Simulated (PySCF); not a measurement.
# C₆H₁₅BN₂: NMR shifts in solvents

Aim: compute the NMR shifts of C₆H₁₅BN₂ (`CC(C)N(BN)C1CC1`), and see what a dielectric continuum does where one was used.

Programs: PySCF 2.14.0, with density-fitted response routines of our own. Each step states its level of theory. These are calculated values for one molecule, in the gas phase or a continuum, unless marked as measured. Atoms count from 0, in the outputs and in this text.

### Step 1. The starting structure

24 atoms, charge 0, multiplicity 1; geometry from: GFN2-xTB. The atoms were then displaced at random by about 0.01 Å, so the start is not that level's minimum.

Bonds of the start (Å): C0–C1 1.55, C1–C2 1.52, C1–N3 1.43, N3–B4 1.41, B4–N5 1.40, N3–C6 1.45, C6–C7 1.50, C7–C8 1.50, C8–C6 1.49, C0–H9 1.06, C0–H10 1.08, C0–H11 1.11, C1–H12 1.08, C2–H13 1.10, C2–H14 1.08, C2–H15 1.09, B4–H16 1.18, N5–H17 1.01, N5–H18 0.99, C6–H19 1.11, C7–H20 1.09, C7–H21 1.08, C8–H22 1.12, C8–H23 1.08.

### Step 2. Relaxing the molecule at PBE0-D3(BJ)/def2-SVP

Job settings and geometry (Å):

```
{"job": {"xc": "PBE0", "basis": "def2-SVP", "d3": "d3bj", "grid": 1, "shake": 0.01, "kind": "geom"}, "charge": 0, "multiplicity": 1}
C      2.241240    -0.337740    -0.496360
C      1.153480    -0.143090     0.586160
C      1.614540     0.853230     1.643070
N     -0.093370     0.262420     0.020620
B     -0.317750     1.472080    -0.678200
N     -1.594800     1.909230    -1.061310
C     -1.209370    -0.598860     0.356620
C     -1.152880    -2.052030    -0.003600
C     -2.108320    -1.138920    -0.706040
H      3.136310    -0.709400    -0.060780
H      1.859910    -1.003370    -1.256710
H      2.441230     0.642290    -0.966070
H      0.984090    -1.099900     1.067420
H      2.547740     0.516910     2.108130
H      1.790800     1.820940     1.204740
H      0.885310     0.968980     2.441410
H      0.601150     2.177770    -0.925880
H     -2.440390     1.394250    -0.864220
H     -1.754910     2.749930    -1.558330
H     -1.734030    -0.349650     1.306990
H     -1.591670    -2.771450     0.691670
H     -0.299740    -2.438740    -0.548800
H     -1.851500    -0.880290    -1.765930
H     -3.171350    -1.225010    -0.540360
```

Launch:

```console
OMP_NUM_THREADS=1 python probes_run.py task.json out
```

One launch serves the whole session: the jobs run in the order shown.

Output:

```text
step   0  E = -371.36742531  max force = 0.034797
step   1  E = -371.37369797  max force = 0.004664
step   2  E = -371.37396111  max force = 0.002441
step   3  E = -371.37383693  max force = 0.003600
step   4  E = -371.37409965  max force = 0.000649
step   5  E = -371.37410044  max force = 0.001037
step   6  E = -371.37412010  max force = 0.000260
step   7  E = -371.37413062  max force = 0.000230
optimisation converged
```

It took 2.6 min on 1 thread of Intel Xeon Platinum 8488C, shared host; peak memory 0.87 GiB.

Along the way: (the energy doesn't fall at every step)

```csv
step,energy from step 0 (eV),largest force component (eV/Å)
0,0.0000,1.7893
1,-0.1707,0.2398
2,-0.1778,0.1255
3,-0.1745,0.1851
4,-0.1816,0.0334
5,-0.1816,0.0533
6,-0.1822,0.0134
7,-0.1825,0.0118
```

Distances of close pairs at the start and the end, largest changes first:

```csv
bond,before (Å),after (Å),change (Å)
C0–H9,1.063,1.101,+0.039
C1–N3,1.428,1.465,+0.037
C8–H22,1.121,1.093,-0.028
B4–H16,1.185,1.211,+0.026
C2–H14,1.077,1.101,+0.025
C0–C1,1.547,1.524,-0.023
N3–C6,1.449,1.427,-0.022
C0–H10,1.080,1.100,+0.020
```

The end geometry stands in the next job.

```csv
at the end point,value
point group (found at 0.08 Å tolerance),C1
"rotational constants (GHz, main isotopes)","1.956, 1.297, 0.974"
dipole moment (D),1.29
```

### Step 3. Shielding tensors: PBE0/pcSseg-1 in acetone

Job settings and geometry (Å):

```
{"job": {"kind": "nmr", "xc": "PBE0", "basis": "pcSseg-1", "solvent": "acetone", "pop": true}, "charge": 0, "multiplicity": 1}
C      2.274602    -0.350343    -0.561454
C      1.201169    -0.168278     0.504218
C      1.638779     0.808788     1.591809
N     -0.092979     0.200292    -0.075188
B     -0.256685     1.389508    -0.843143
N     -1.517759     1.888616    -1.225419
C     -1.228466    -0.500814     0.431152
C     -1.318700    -1.988393     0.249008
C     -2.227859    -1.086745    -0.527973
H      3.208663    -0.721114    -0.111515
H      1.944526    -1.071789    -1.323746
H      2.497690     0.599409    -1.069539
H      1.048681    -1.150169     0.982806
H      2.569802     0.477212     2.077977
H      1.813491     1.808572     1.164093
H      0.863874     0.903369     2.367934
H      0.724642     2.011342    -1.185565
H     -2.393734     1.452640    -0.974149
H     -1.612015     2.721266    -1.786487
H     -1.649973    -0.118903     1.374222
H     -1.736443    -2.587104     1.062276
H     -0.507334    -2.471313    -0.302059
H     -2.016748    -0.961731    -1.592580
H     -3.288353    -1.053531    -0.262302
```

Method: GIAO PBE0/pcSseg-1 NMR shielding, non-relativistic, IEF-PCM acetone.

Output:

```text
coarse grid: 19032 points
cycle   1  E = -371.4542960667  dE =  1.002e+00  |g| = 5.324e-01  |ddm| = 4.131e+00
cycle   2  E = -371.4443154681  dE =  9.981e-03  |g| = 5.952e-01  |ddm| = 9.203e-01
cycle   3  E = -371.5269004939  dE = -8.259e-02  |g| = 5.347e-02  |ddm| = 4.808e-01
cycle   4  E = -371.5273502284  dE = -4.497e-04  |g| = 2.880e-02  |ddm| = 5.103e-02
cycle   5  E = -371.5275289522  dE = -1.787e-04  |g| = 5.442e-03  |ddm| = 2.093e-02
cycle   6  E = -371.5275348134  dE = -5.861e-06  |g| = 2.059e-03  |ddm| = 5.336e-03
final grid: 181024 points
cycle   7  E = -371.5775290028  dE = -8.051e-05  |g| = 1.210e-02  |ddm| = 4.886e-02
cycle   8  E = -371.5775119620  dE =  1.704e-05  |g| = 1.492e-02  |ddm| = 2.403e-02
cycle   9  E = -371.5775653597  dE = -5.340e-05  |g| = 1.491e-03  |ddm| = 1.344e-02
cycle  10  E = -371.5775658130  dE = -4.533e-07  |g| = 3.541e-04  |ddm| = 1.257e-03
cycle  11  E = -371.5775658375  dE = -2.452e-08  |g| = 1.078e-04  |ddm| = 3.145e-04
cycle  12  E = -371.5775658399  dE = -2.396e-09  |g| = 3.249e-05  |ddm| = 9.448e-05
cycle  13  E = -371.5775658401  dE = -2.209e-10  |g| = 7.286e-06  |ddm| = 2.740e-05
converged SCF energy = -371.5775658401

GIAO shielding tensors (ppm)
atom      isotropic    diamagn.    paramagn.     s11        s22        s33       span
  0 C      158.579     248.029     -89.449    136.246    155.165    184.327     48.082
  1 C      130.456     242.643    -112.187    111.358    116.509    163.502     52.144
  2 C      158.572     248.108     -89.536    138.662    153.226    183.827     45.165
  3 N      144.591     327.279    -182.688     80.415    161.471    191.888    111.473
  4 B       76.602     200.020    -123.418     40.564     75.026    114.215     73.651
  5 N      188.758     319.827    -131.069    128.681    216.803    220.790     92.109
  6 C      153.842     245.180     -91.338    114.882    135.442    211.202     96.320
  7 C      177.679     254.859     -77.180    145.443    174.501    213.094     67.650
  8 C      172.344     257.170     -84.826    140.786    171.848    204.398     63.612
  9 H       30.228      29.576       0.652     25.939     27.437     37.309     11.370
 10 H       30.385      31.239      -0.854     25.895     29.362     35.898     10.003
 11 H       29.857      31.347      -1.490     26.074     29.107     34.390      8.316
 12 H       28.365      33.979      -5.613     24.216     29.705     31.175      6.959
 13 H       30.238      29.493       0.744     25.828     27.372     37.513     11.685
 14 H       30.347      31.021      -0.674     26.921     29.252     34.868      7.947
 15 H       29.800      30.993      -1.193     25.461     28.819     35.121      9.661
 16 H       27.045      33.910      -6.865     23.975     27.180     29.979      6.004
 17 H       28.141      33.537      -5.396     20.687     29.256     34.479     13.793
 18 H       28.211      29.844      -1.633     22.395     24.415     37.823     15.428
 19 H       28.845      32.130      -3.285     21.894     27.421     37.220     15.326
 20 H       30.766      30.772      -0.005     25.162     25.962     41.174     16.012
 21 H       30.900      32.670      -1.770     25.672     28.620     38.407     12.735
 22 H       30.724      33.189      -2.465     26.551     28.122     37.498     10.947
 23 H       30.462      30.951      -0.489     24.976     25.879     40.530     15.554
```

It took 48 s on 1 thread of Intel Xeon Platinum 8488C, shared host; peak memory 1.2 GiB.

Shifts follow as δ = σ(reference) − σ, with reference shieldings (ppm) from runs at the same level and on the same kind of geometry: ¹H TMS 31.24, ¹³C TMS 185.4, ¹⁵N NH3 268.4, ¹¹B BF3·OEt2 101.3. The references are single molecules in the same continuum, so shifts against H2O, NH3, PH3, H3PO4 or CFCl3 are not on the usual liquid scales and can be off by tens of ppm. Atoms listed in one row are averaged.

```csv
atoms,environment,σ (ppm),δ (ppm)
C1,sp3 CH bonded to N,130.5,55.0
C6,three-membered-ring carbon,153.8,31.6
"C0, C2",methyl carbon,158.6,26.9
"C7, C8",three-membered-ring carbon,175.0,10.4
H16,hydrogen on a boron bonded to 2 N,27.05,4.20
"H17, H18",hydrogen on a nitrogen bonded to B,28.18,3.07
H12,hydrogen on an sp3 CH bonded to N,28.37,2.88
H19,hydrogen on a three-membered-ring carbon,28.84,2.40
"H9, H10, H11, H13, H14, H15",hydrogen on a methyl carbon,30.14,1.10
"H20, H23",hydrogen on a three-membered-ring carbon,30.61,0.63
"H21, H22",hydrogen on a three-membered-ring carbon,30.81,0.43
N3,"nitrogen bonded to 2 C, B",144.6,123.8
N5,"nitrogen bonded to B, 2 H",188.8,79.7
B4,"boron bonded to 2 N, H",76.6,24.7
```

Charges from the same density, by scheme (e):

```csv
atoms,Mulliken,IAO,Hirshfeld,ESP fit
"C0, C2",-0.23,-0.42,-0.12,-0.57
C1,-0.13,0.02,0.03,0.56
N3,-0.60,-0.28,-0.12,-0.28
B4,0.32,0.10,0.11,0.27
N5,-0.50,-0.58,-0.26,-0.94
C6,-0.07,-0.03,0.01,0.15
"C7, C8",-0.22,-0.30,-0.09,-0.35
```

Mayer bond orders: C0–C1 1.05, C1–C2 1.04, C1–N3 0.90, N3–B4 1.13, B4–N5 1.30, N3–C6 0.97, C6–C7 0.97, C7–C8 0.98, C8–C6 0.96.

Ring of atoms C6, C7, C8: NICS(0) -42.1, NICS(1) -8.7, NICS(1)zz -21.2 ppm (means of both faces).

The two faces differ (NICS(1)zz -24.3 and -18.1 ppm).

In rings of three or four atoms NICS is ruled by the nearby σ bonds, so it says little on aromaticity.

### Step 4. NMR shieldings: PBE0/pcSseg-1 in tetrahydrofuran

Settings changed since step 3:

```diff
@@ -1,2 +1,2 @@
-{"job": {"kind": "nmr", "xc": "PBE0", "basis": "pcSseg-1", "solvent": "acetone", "pop": true}, "charge": 0, "multiplicity": 1}
+{"job": {"kind": "nmr", "xc": "PBE0", "basis": "pcSseg-1", "solvent": "tetrahydrofuran", "pop": false}, "charge": 0, "multiplicity": 1}
 C      2.274602    -0.350343    -0.561454
```

With the program's defaults for keys left out, this is: GIAO PBE0/pcSseg-1 NMR shielding, non-relativistic, IEF-PCM tetrahydrofuran.

Output:

```text
coarse grid: 19032 points
cycle   1  E = -371.4530577362  dE =  1.003e+00  |g| = 5.338e-01  |ddm| = 4.131e+00
cycle   2  E = -371.4425905893  dE =  1.047e-02  |g| = 5.982e-01  |ddm| = 9.312e-01
cycle   3  E = -371.5261330881  dE = -8.354e-02  |g| = 5.324e-02  |ddm| = 4.890e-01
cycle   4  E = -371.5265775640  dE = -4.445e-04  |g| = 2.876e-02  |ddm| = 5.076e-02
cycle   5  E = -371.5267561149  dE = -1.786e-04  |g| = 5.275e-03  |ddm| = 2.075e-02
cycle   6  E = -371.5267616470  dE = -5.532e-06  |g| = 1.980e-03  |ddm| = 5.214e-03
final grid: 181024 points
cycle   7  E = -371.5767588292  dE = -8.046e-05  |g| = 1.207e-02  |ddm| = 4.883e-02
cycle   8  E = -371.5767419218  dE =  1.691e-05  |g| = 1.485e-02  |ddm| = 2.397e-02
cycle   9  E = -371.5767950779  dE = -5.316e-05  |g| = 1.474e-03  |ddm| = 1.347e-02
cycle  10  E = -371.5767955207  dE = -4.428e-07  |g| = 3.611e-04  |ddm| = 1.275e-03
cycle  11  E = -371.5767955463  dE = -2.560e-08  |g| = 1.061e-04  |ddm| = 3.169e-04
cycle  12  E = -371.5767955486  dE = -2.299e-09  |g| = 3.288e-05  |ddm| = 9.345e-05
cycle  13  E = -371.5767955489  dE = -2.283e-10  |g| = 7.199e-06  |ddm| = 2.760e-05
converged SCF energy = -371.5767955489

GIAO shielding tensors (ppm)
atom      isotropic    diamagn.    paramagn.     s11        s22        s33       span
  0 C      158.525     247.941     -89.416    136.217    155.142    184.215     47.999
  1 C      130.408     242.649    -112.240    111.324    116.489    163.413     52.089
  2 C      158.527     248.030     -89.503    138.671    153.204    183.707     45.036
  3 N      144.897     327.259    -182.362     80.937    161.900    191.854    110.917
  4 B       76.571     200.023    -123.452     40.710     74.757    114.246     73.536
  5 N      188.902     319.722    -130.820    129.361    216.807    220.537     91.176
  6 C      153.794     245.151     -91.356    114.916    135.404    211.064     96.148
  7 C      177.595     254.788     -77.193    145.337    174.394    213.054     67.717
  8 C      172.327     257.123     -84.796    140.809    171.806    204.366     63.557
  9 H       30.251      29.589       0.662     25.967     27.466     37.321     11.354
 10 H       30.380      31.224      -0.844     25.891     29.359     35.889      9.999
 11 H       29.838      31.313      -1.476     26.049     29.087     34.377      8.328
 12 H       28.382      33.997      -5.614     24.238     29.722     31.187      6.949
 13 H       30.257      29.506       0.752     25.852     27.398     37.521     11.669
 14 H       30.328      30.991      -0.663     26.898     29.232     34.852      7.954
 15 H       29.807      30.988      -1.181     25.468     28.829     35.124      9.656
 16 H       27.032      33.863      -6.830     23.948     27.184     29.965      6.017
 17 H       28.200      33.587      -5.387     20.748     29.335     34.517     13.769
 18 H       28.272      29.898      -1.626     22.455     24.499     37.861     15.406
 19 H       28.860      32.154      -3.294     21.910     27.448     37.222     15.311
 20 H       30.787      30.799      -0.012     25.184     25.998     41.177     15.993
 21 H       30.904      32.667      -1.763     25.680     28.629     38.405     12.725
 22 H       30.707      33.167      -2.459     26.535     28.104     37.482     10.947
 23 H       30.499      30.986      -0.487     25.020     25.928     40.548     15.527
```

Wall time 45 s (1 thread of Intel Xeon Platinum 8488C, shared host); peak memory 1.2 GiB.

This run: δ C1 54.9, C6 31.5, C0 26.8, C7 10.3, H16 4.21, H17 3.01 ppm (means over like atoms).

### Step 5. Comparing the runs: NMR shifts

Shifts (ppm) of some atoms, chosen among heavy atoms and hydrogens apart, means over like atoms, with basis size and wall time:

```csv
run,C1,C6,C0,H17,H20,N3,N5,functions,time
PBE0/pcSseg-1 in acetone,55.0,31.6,26.9,3.07,0.63,123.8,79.7,228,48 s
PBE0/pcSseg-1 in tetrahydrofuran,54.9,31.5,26.8,3.01,0.60,123.2,79.2,228,45 s
```

The continuum's effect on the ground state:

```csv
solvent,ε,polarisation energy (Eh),μ (D)
tetrahydrofuran,7.43,-0.0049,1.53
acetone,20.49,-0.0058,1.58
```

### Step 6. Outcome

```
                                                                        quantity                                         value
                                                                     point group                                            C1
                                            rotational constants (main isotopes)                          1.96, 1.30, 0.97 GHz
¹³C shifts against TMS (PBE0/pcSseg-1, acetone, means over atoms taken as alike)                    55.0, 31.6, 26.9, 10.4 ppm
 ¹H shifts against TMS (PBE0/pcSseg-1, acetone, means over atoms taken as alike)  4.20, 3.07, 2.88, 2.40, 1.10, 0.63, 0.43 ppm
                                 ¹⁵N shifts against NH3 (PBE0/pcSseg-1, acetone)                               123.8, 79.7 ppm
                            ¹¹B shifts against BF3·OEt2 (PBE0/pcSseg-1, acetone)                                      24.7 ppm
                                                        range of the shift of N3                            123.2 to 123.8 ppm
```

Relaxing lowered the energy by 0.182 eV in 7 steps; the close pair that moved most is C0–H9, from 1.063 to 1.101 Å. At PBE0/pcSseg-1: The widest tensor belongs to N3: span 111 ppm, with a paramagnetic part of -183 ppm. In ppm, N3 moves most: its shift spreads over 0.7 ppm, from 123.2 (PBE0/pcSseg-1 in tetrahydrofuran) to 123.8 (PBE0/pcSseg-1 in acetone). Part of that comes from the computed reference. The continuum holds electrostatics alone: no hydrogen bonds to the solvent, and the gas-phase geometry is kept.
